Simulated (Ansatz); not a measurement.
# NiMoIrPdW (I4mm) in Ansatz: reference runs

Reference runs on NiMoIrPdW: the cell as given and a disturbed copy.

All numbers are computed with Ansatz 0.2.0; they aren't measurements. Logs are shortened: lines on timing, memory, paths and dates and some standing lists are left out, and cuts for length are marked.

**1. The structure**

Symmetry: I4mm, No. 107, tetragonal system. The conventional cell has a = 2.740 Å, b = 2.740 Å, c = 19.433 Å, α = 90.00°, β = 90.00°, γ = 90.00°. Around Ni (site symmetry 4mm) lie 4 Mo at 2.60 Å and 4 Pd at 2.67 Å and 4 Ni at 2.74 Å. Around Mo (site symmetry 4mm) lie 4 Ni at 2.60 Å and 4 Mo at 2.74 Å and 4 W at 2.94 Å. Pd (site symmetry 4mm) is surrounded by 4 Ni at 2.67 Å and 4 Pd at 2.74 Å and 4 Ir at 2.83 Å. Around Ir (site symmetry 4mm) lie 4 W at 2.69 Å and 4 Ir at 2.74 Å and 4 Pd at 2.83 Å. W (site symmetry 4mm) has 4 Ir at 2.69 Å and 4 W at 2.74 Å and 4 Mo at 2.94 Å as nearest neighbours.

The cell was built by a generator and needn't be a form met in nature.

**2. Single point, PBE, collinear spin, ferromagnetic start**

The input, input.yaml:

```yaml
crystal:
  lattice:
    - [-1.37004, 1.37004, 9.71647]
    - [1.37004, -1.37004, 9.71647]
    - [1.37004, 1.37004, -9.71647]
  atoms:
    - { symbol: Ni, position: [0.19862, 0.19862, 0.0], spin: 1.0 }
    - { symbol: Mo, position: [0.60922, 0.60922, 0.0], spin: 1.0 }
    - { symbol: Pd, position: [0.7931, 0.7931, 0.0] }
    - { symbol: Ir, position: [0.39944, 0.39944, 0.0], spin: 0.6 }
    - { symbol: W, position: [0.99565, 0.99565, 0.0] }
hamiltonian:
  xc: pbe
  pseudopotentials: { kind: paw }
magnetization:
  spin_polarized: true
kpoints:
  mp_grid: { grid: [13, 13, 13] }
scf:
  occupations: { method: fermi_dirac, width: 0.05 }
output:
  forces: true
  stress: true
  eigenvalues: true
```

Potentials or basis: Ansatz PAW.

Command:

```sh
> ansatz run input.yaml --threads 8 --pin off --max-ram 20480MiB --backend cpu --events-out ev --progress --plain --runs-dir out
```

What it wrote:

```text
Warning: RAYON_NUM_THREADS=8 ignored (pool sized by the plan → 8); use --threads N
basis.fft_grid_basis auto: the FFT boxes are laid along the combinations [[1, 0, 1], [0, 1, 1], [0, 0, 1]] of the cell's own vectors, 2.740, 2.740 and 9.908 Å long. The dense box has 20×20×72 points. Along the cell's own vectors, as sized, it would have 72×72×72, 12.96 times as many. Of the 8 symmetry operations that the crystal satisfies within crystal.symmetry.tolerance (time reversal apart; of a slab, those that keep its plane) the dense box along the cell's own vectors carries 8, and the one as laid loses 6 of those. basis.fft_grid_basis: typed keeps the cell's own vectors: state it where this run's energies or levels are differenced outside the engine with another run's, or held beside a run that keeps those vectors.
Engine: ansatz 0.2.0, aarch64-unknown-linux-gnu
Pseudopotentials: kind: paw
Pseudopotential: Ni, paw, valence charge 18, recommended cutoff 420 eV (normal), Ni.paw.azcp
Pseudopotential: Mo, paw, valence charge 14, recommended cutoff 420 eV (normal), Mo.paw.azcp
Pseudopotential: Pd, paw, valence charge 18, recommended cutoff 420 eV (normal), Pd.paw.azcp
Pseudopotential: Ir, paw, valence charge 17, recommended cutoff 420 eV (normal), Ir.paw.azcp
Pseudopotential: W, paw, valence charge 14, recommended cutoff 420 eV (normal), W.paw.azcp
Functional definition: PBE
  parameter kappa = 0.804
  parameter beta = 0.06672455060314922
  exchange = pbe_x(kappa = kappa, mu = beta*pi^2/3)
  correlation = pbe_c(beta = beta)
Crystal: 5 atoms, lattice volume = 72.952 Å³
Basis set: ecut = 420 eV, 1445 PW (Γ), FFT grids on a1+a3, a2+a3, a3, exchange–correlation on 40×40×144 points (8 copies of the dense FFT grid, shifted against one another)
Bands: 51, of which v1, the nominal top of the filled ones, is band 41 counted from 1 (40 counted from 0)
Symmetry: 8 space group operations
Space group: I4mm (ITA 107), of the structure as read, at distance tolerance 4.2e-5 Å
Magnetic group: BNS 107.227 (UNI 887), of the structure as read, at distance tolerance 4.2e-5 Å
k-points: 196 of 2197 (time reversal used)
Non-local potential: Ni, projectors of the file, l = 0: 3, l = 1: 2, l = 2: 3, l = 3: 1
Non-local potential: Mo, projectors of the file, l = 0: 3, l = 1: 2, l = 2: 2, l = 3: 1
Non-local potential: Pd, projectors of the file, l = 0: 2, l = 1: 2, l = 2: 2, l = 3: 1
Non-local potential: Ir, projectors of the file, l = 0: 3, l = 1: 2, l = 2: 2, l = 3: 1
[... 33 lines left out ...]
SCF converged after 16 iterations
Magnetization: -0.0000 μB (40.5000 up, 40.5000 down)
Absolute magnetization: 0.0000 μB (∫|ρ↑−ρ↓|, with the PAW one-centre terms)
Spin contamination: 0.0000 ħ² per cell (⟨S²⟩ above its minimum at these occupations)
Per-site moments (μB) at R_I (Å): [(-2.5059197638385374e-6, 1.0734711006944662), (1.5419873688718354e-8, 1.0734711006944662), (-1.615565970548543e-6, 1.1010740007565465), (-7.852349941688913e-7, 1.1106584323191588), (1.076715823503545e-6, 1.1106584323191588)]
Free energy (F): -40088.848545 eV
Harris-Foulkes:  -40088.848545 eV  (|F-HF|=1.64e-8)
Internal energy: -40088.814810 eV  (E = F + TS)
E sigma→0 (E₀):  -40088.831677 eV
Entropy (-TS):   -0.033735 eV (-6.747 meV/atom)
Fermi energy:    20.889269 eV
--- Per-component energies (eV) ---
  E_band       = -665.459331
  E_kinetic    = 2309.089887
  E_local      = -8867.543647  (includes V_loc(G=0)·N_el)
  E_nonlocal   = 1069.214373
  E_hartree    = 3634.661383
  E_xc         = -971.624223
  E_vxc        = -1088.548099  (∫ρ·V_xc dr)
  E_paw        = -26367.765550  (= ΣΔE_a)
  E_vpaw       = -1357.004234  (= ΣTr[D̂ρ^β])
  E_aug_tail   = 0.000804  (compensation charges beyond the density's cutoff)
  E_ewald      = -10894.847837
  E_smearing   = -0.033735  (= −TS)
  E_closure    = -0.000000  (closes the sum)
  Σ components = -40088.848545   (vs F -40088.848545, Δ=0.00e0)
--- Forces (eV/Å), atoms counted from 1 ---
  atom   1  Ni    -0.00000000    -0.00000000    -0.03238957
  atom   2  Mo     0.00000000     0.00000000     0.01202099
  atom   3  Pd     0.00000000    -0.00000000     0.00515421
  atom   4  Ir    -0.00000000     0.00000000    -0.00291587
  atom   5  W      0.00000000    -0.00000000     0.01807669
  max |Σ_I F_I| component: 5.35e-5 eV/Å
--- Stress (GPa, compression-positive) ---
       -0.068338       0.000000       0.000000
        0.000000      -0.068338      -0.000000
        0.000000      -0.000000       0.052789
  P = ⅓ Tr σ = -0.0280 GPa (-0.280 kbar)
--- Band table (eV; the first three rows and the last of 392) ---
  k-point 0 ↑: bands = ["-82.1326", "-71.2689", "-63.4577", "-52.9761", "-42.5646", "-42.4934", "-42.4934", "-40.0268", "-29.2107", "-29.0540", "-29.0540", "-28.1664", "-27.9738", "-27.9738", "-17.3076", "-16.7850", "-16.7850", "-14.1046", "-13.6027", "-13.6027", "11.8861", "14.1392", "14.3192", "15.1347", "15.2216", "16.2316", "16.4271", "17.2323", "18.1074", "18.3709", "18.3709", "18.8047", "19.2456", "19.3872", "19.3872", "19.7599", "19.8699", "19.9950", "19.9950", "20.2459", "21.0422", "21.1397", "22.0450", "22.1693", "22.1693", "22.8994", "23.9941", "24.3643", "24.3643", "25.2140", "33.8518"]
  k-point 1 ↑: bands = ["-82.1322", "-71.2666", "-63.4555", "-52.9693", "-42.5640", "-42.4956", "-42.4954", "-40.0146", "-29.2077", "-29.0670", "-29.0659", "-28.1624", "-27.9948", "-27.9937", "-17.2953", "-16.8373", "-16.8321", "-14.0925", "-13.6556", "-13.6509", "12.2231", "14.4058", "14.5772", "15.3479", "15.4529", "16.4227", "16.5743", "17.4005", "17.9840", "18.4244", "18.4395", "18.5200", "19.2120", "19.3188", "19.5280", "19.5312", "19.7996", "19.9514", "20.1122", "20.3269", "20.4792", "20.8906", "21.6106", "21.8755", "22.0701", "23.6237", "23.9656", "24.2901", "24.9298", "25.4415", "33.1975"]
  k-point 2 ↑: bands = ["-82.1313", "-71.2604", "-63.4494", "-52.9504", "-42.5623", "-42.5017", "-42.5011", "-39.9808", "-29.1993", "-29.1019", "-29.0988", "-28.1516", "-28.0517", "-28.0487", "-17.2618", "-16.9768", "-16.9609", "-14.0601", "-13.7968", "-13.7828", "13.1619", "15.0708", "15.3186", "15.9544", "16.0113", "16.9316", "16.9421", "17.5847", "17.8705", "18.0746", "18.4967", "18.5711", "18.9832", "19.0064", "19.1509", "19.2366", "19.6677", "19.8849", "19.9674", "20.1068", "20.2406", "20.5408", "21.6632", "21.9116", "22.3806", "22.9956", "23.7331", "24.0912", "25.9035", "27.0495", "31.9928"]
  k-point 195 ↓: bands = ["-82.1324", "-71.2677", "-63.4566", "-52.9727", "-42.5643", "-42.4957", "-42.4932", "-40.0207", "-29.2092", "-29.0676", "-29.0529", "-28.1644", "-27.9961", "-27.9720", "-17.3015", "-16.8394", "-16.7804", "-14.0986", "-13.6581", "-13.5980", "12.1648", "13.6436", "14.6438", "15.2411", "15.8538", "16.3586", "16.6134", "17.1204", "18.2089", "18.3949", "18.4149", "18.6162", "19.2018", "19.2359", "19.2719", "19.6108", "19.7680", "20.0435", "20.2825", "20.4150", "20.5800", "20.9682", "21.0978", "22.0794", "22.3263", "23.3680", "23.7834", "24.5601", "25.0119", "25.6367", "31.8752"]
```

Wall time 40 s (8 threads of Arm Neoverse V1, shared host); peak memory 1.3 GiB.

Results:

- Free energy: -40088.8485 eV
- Pressure: 0.0 GPa
- Largest force: 0.032 eV/Å
- Band gap on the k mesh: none (metal or under the smearing width)
- Net moment: 0.00 μB per cell
- Absolute moment: 0.00 μB per cell

Forces on the atoms (eV/Å):
```
Ni   0.000  0.000 -0.032
Mo   0.000  0.000  0.012
Pd   0.000  0.000  0.005
Ir   0.000  0.000 -0.003
W    0.000  0.000  0.018
```

Caveat: the starting moments weren't kept.

**3. Single point, PBE, collinear spin, ferromagnetic start (atoms moved at random, drawn with an rms of 0.05 Å)**

The input, input.yaml:

```yaml
crystal:
  lattice:
    - [-1.37004, 1.37004, 9.71647]
    - [1.37004, -1.37004, 9.71647]
    - [1.37004, 1.37004, -9.71647]
  atoms:
    - { symbol: Ni, position: [0.192122, 0.190408, -0.014224], spin: 1.0 }
    - { symbol: Mo, position: [0.610827, 0.625639, 0.020456], spin: 1.0 }
    - { symbol: Pd, position: [0.799191, 0.796526, 0.007254] }
    - { symbol: Ir, position: [0.410076, 0.398298, 0.011472], spin: 0.6 }
    - { symbol: W, position: [0.988651, 0.997502, -0.004974] }
hamiltonian:
  xc: pbe
  pseudopotentials: { kind: paw }
magnetization:
  spin_polarized: true
kpoints:
  mp_grid: { grid: [13, 13, 13] }
scf:
  occupations: { method: fermi_dirac, width: 0.05 }
output:
  forces: true
  stress: true
  eigenvalues: true
```

Potentials or basis: Ansatz PAW.

Command:

```sh
> ansatz run input.yaml --threads 8 --pin off --max-ram 20480MiB --backend cpu --events-out ev --progress --plain --runs-dir out
```

What it wrote:

```text
Warning: RAYON_NUM_THREADS=8 ignored (pool sized by the plan → 8); use --threads N
[... 97 lines left out ...]
  k-point 1 ↑: bands = ["-82.1039", "-71.2673", "-63.4680", "-52.9691", "-42.5415", "-42.4658", "-42.4616", "-40.0158", "-29.2250", "-29.0788", "-29.0777", "-28.1564", "-27.9966", "-27.9961", "-17.2977", "-16.8369", "-16.8314", "-14.0918", "-13.6575", "-13.6527", "12.2114", "14.4166", "14.5919", "15.3439", "15.4268", "16.4370", "16.5947", "17.3995", "17.9578", "18.3750", "18.4363", "18.6003", "19.2221", "19.3467", "19.5091", "19.5485", "19.8461", "19.9739", "20.0792", "20.3215", "20.5416", "20.9115", "21.5885", "21.8343", "22.0415", "23.6066", "23.9076", "24.3077", "24.9294", "25.4592", "33.2256"]
  k-point 2 ↑: bands = ["-82.1029", "-71.2611", "-63.4618", "-52.9502", "-42.5400", "-42.4717", "-42.4672", "-39.9820", "-29.2167", "-29.1137", "-29.1106", "-28.1458", "-28.0533", "-28.0509", "-17.2641", "-16.9766", "-16.9603", "-14.0595", "-13.7985", "-13.7845", "13.1478", "15.1075", "15.3054", "15.9475", "15.9854", "16.9347", "16.9644", "17.5772", "17.8765", "18.1147", "18.4550", "18.5542", "19.0092", "19.0270", "19.1982", "19.2397", "19.7057", "19.8592", "19.9317", "20.1178", "20.2598", "20.5638", "21.6501", "21.8861", "22.3654", "23.0154", "23.7010", "24.1097", "25.8859", "27.0680", "31.9837"]
  k-point 1098 ↓: bands = ["-82.1010", "-71.2482", "-63.4491", "-52.9109", "-42.5367", "-42.4980", "-42.4650", "-39.9114", "-29.2660", "-29.1985", "-29.0982", "-28.2995", "-28.1235", "-28.0302", "-17.5502", "-17.1952", "-16.9094", "-14.3854", "-13.9942", "-13.7312", "14.9460", "15.4244", "16.0330", "16.5508", "16.6874", "17.1668", "17.4483", "17.7639", "17.8878", "18.1295", "18.3455", "18.4428", "18.6815", "19.0107", "19.2810", "19.4215", "19.5998", "19.8622", "20.1600", "20.5224", "20.7216", "21.0089", "21.4612", "22.5204", "23.2014", "23.8147", "24.4229", "24.8594", "26.3123", "27.7222", "28.4499"]
```

It took 3.5 min on 8 threads of Arm Neoverse V1, shared host; peak memory 4.9 GiB.

What came out:

| Item | Value |
| --- | --- |
| Free energy | -40088.8209 eV |
| Pressure | 0.0 GPa |
| Largest force | 0.421 eV/Å |
| Band gap on the k mesh | none (metal or under the smearing width) |
| Net moment | 0.00 μB per cell |
| Absolute moment | 0.00 μB per cell |

Forces on the atoms (eV/Å):
```
Ni   0.259  0.126 -0.045
Mo  -0.259 -0.081  0.264
Pd  -0.044 -0.042 -0.317
Ir   0.050 -0.277  0.314
W   -0.006  0.274 -0.215
```

Caveat: the starting moments weren't kept. Spin-orbit coupling is left out, which matters for the levels of Ir, W.
